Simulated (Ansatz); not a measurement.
# HTi: the cost of one run

The runs use Ansatz 0.2.0, Gaussian basis; the settings change from run to run.

50 further runs of the same task are left out: 33 for a known fault of the program, 10 that didn't finish, 7 set aside as unsound or not needed. Runs told in other sessions of the task aren't counted.

### 1 The system

The geometry derives from a PBE0/def2-TZVP stationary point (not a proven minimum). One bond is set to the value named and the two fragments are kept rigid.

2 atoms, charge 0, spin multiplicity 2.

Atoms are counted from 1 here; the program's logs count them from 0.

No contacts short enough for the rule that draws bonds.

### 2 CCSDT(Q) on ROHF/STO-3G

in.yaml reads:

```yaml
crystal:
  periodic: [false, false, false]
  atoms:
    - {symbol: Ti, position_ang: [0.000000, 0.000000, 0.000000]}
    - {symbol: H, position_ang: [0.000000, 0.000000, 6.111000]}
basis:
  gaussian: {orbitals: STO-3G, fitting: {mean_field: def2-universal-jkfit}}
magnetization: {spin_polarized: false, initial_magnetization: 1}
hamiltonian: {pseudopotentials: {relativity: none}}
correlation: {method: ccsdt_q, electrons: all}
```

Launch:

```sh
$ ansatz run in.yaml --threads 1 --pin off --events-out ev --progress --plain --max-ram 2393MiB
```

Q: Estimate wall time and peak memory on 1 thread of Arm Neoverse V1, shared host.

About 21 s, with a peak of 0.33 GiB.
